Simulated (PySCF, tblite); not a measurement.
# C6H9O2 radical: geometry, infrared bands and EPR parameters

Wanted: the infrared bands and EPR parameters of C6H9O2 radical (`[CH2]C/C(C)=C/OC=O`), by calculation.

The runs use tblite 0.8.0 and PySCF 2.14.0, with density-fitted response routines of our own; the level of theory stands in each step. All values are computed, except where a source is named. Atoms count from 0, in the outputs and in this text.

### 1 The molecule as given

17 atoms, charge 0, multiplicity 2; geometry from: force field or distance geometry start.

Bonds of the start (Å): C0–C1 1.49, C1–C2 1.52, C2–C3 1.52, C2–C4 1.34, C4–O5 1.39, O5–C6 1.37, C6–O7 1.22, C0–H8 1.08, C0–H9 1.10, C1–H10 1.09, C1–H11 1.11, C3–H12 1.09, C3–H13 1.09, C3–H14 1.10, C4–H15 1.08, C6–H16 1.10.

### 2 Relaxing the molecule with GFN2-xTB

Job settings and geometry (Å):

```
{"job": {"kind": "relax", "xc": "GFN2-xTB", "basis": "xTB"}, "charge": 0, "multiplicity": 2}
C     -2.417500     0.107900     0.897600
C     -1.628100    -0.452900    -0.231000
C     -0.230200     0.136700    -0.287300
C     -0.153900     1.561500    -0.807100
C      0.839000    -0.582300     0.064300
O      2.134600    -0.074200    -0.005900
C      3.139100    -0.937300     0.335700
O      3.046700    -2.102000     0.694100
H     -1.957900     0.321600     1.856600
H     -3.512500     0.088000     0.849000
H     -2.146100    -0.284900    -1.172200
H     -1.577200    -1.548300    -0.089800
H      0.872900     1.913800    -0.865800
H     -0.595400     1.624000    -1.798600
H     -0.691400     2.244600    -0.128000
H      0.772000    -1.600700     0.427000
H      4.098800    -0.403400     0.251600
```

Command:

```
OMP_NUM_THREADS=1 python probes_run.py task.json out
```

One launch serves the whole session: the jobs run in the order shown.

**Question.** This job is followed by: GFN2-xTB harmonic vibrations, gas phase; UKS B3LYP, pcH-1 on C H O, non-relativistic, mean-field spin-orbit, GIAO. Predict these results of the whole session: strongest single infrared mode (GFN2-xTB); zero-point energy (GFN2-xTB); g(iso) (B3LYP); ⟨S²⟩; largest a(iso) (averaged by class); surface potential, 1st and 99th percentile.

**Answer**, as computed:

| quantity | value |
| --- | --- |
| strongest single infrared mode (GFN2-xTB) | 1779 cm⁻¹, 638 km/mol |
| zero-point energy (GFN2-xTB) | 82.9 kcal/mol |
| g(iso) (B3LYP) | 2.00265 |
| ⟨S²⟩ | 0.754 (exact 0.75) |
| largest a(iso) (averaged by class) | 13C on C0, 90.1 MHz |
| surface potential, 1st and 99th percentile | -1.55 V and 1.12 V |

What this shows: Over 77 steps the energy fell by 0.135 eV; of the close pairs, O5–C6 changed most, 1.368 to 1.324 Å. The lowest mode is imaginary (51i cm⁻¹), so the xTB geometry is not a minimum. The strongest single mode, at 1779 cm⁻¹, moves mainly C6 and O7. Unscaled tight-binding wavenumbers are off by several per cent, some by more. Its intensities can rank the bands wrongly. C0 carries the largest spin population, 1.08 e. The isotropic g lies 0.3 ppt above the free-electron value.
